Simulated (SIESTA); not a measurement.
TaAs:

```
Ta As
1.0
    -1.72181    1.72181    5.86794
     1.72181   -1.72181    5.86794
     1.72181    1.72181   -5.86794
Ta As
2 2
Direct
  0.49997 0.49997 0.00000
  0.24997 0.74997 0.50000
  0.08263 0.08263 0.00000
  0.83263 0.33263 0.50000
```

The cell is a database's computed one.

Base run:

- Program: SIESTA 5.4.2
- Functional: PBE
- Potentials or basis: PseudoDojo 0.4 standard (PBE files)
- Basis: DZP (energy shift 0.003 Ry; two zetas on semicore shells)
- Grid cutoff: 800 Ry
- Energy shift: 0.003 Ry
- k mesh: 11 × 11 × 11
- Occupations: fermi-dirac, width 0.05 eV
- Spin: no spin polarisation

Its results: band gap on the k mesh none (metal or under the smearing width); pressure 4.4 GPa; largest force 0.059 eV/Å.

Task: The run is repeated on the same cell with these changes: functional from PBE to PBEsol; potentials or basis from PseudoDojo 0.4 standard (PBE files) to PseudoDojo 0.4 standard (PBEsol files). What comes out?

Result: Band gap on the k mesh none (metal or under the smearing width); pressure -1.6 GPa; largest force 0.055 eV/Å.

Caveats: short orbitals over semicore shells can move pressures by several GPa; the basis of atomic orbitals isn't converged, which shifts pressures, moduli and gaps.

Not every run made on this cell is shown here.
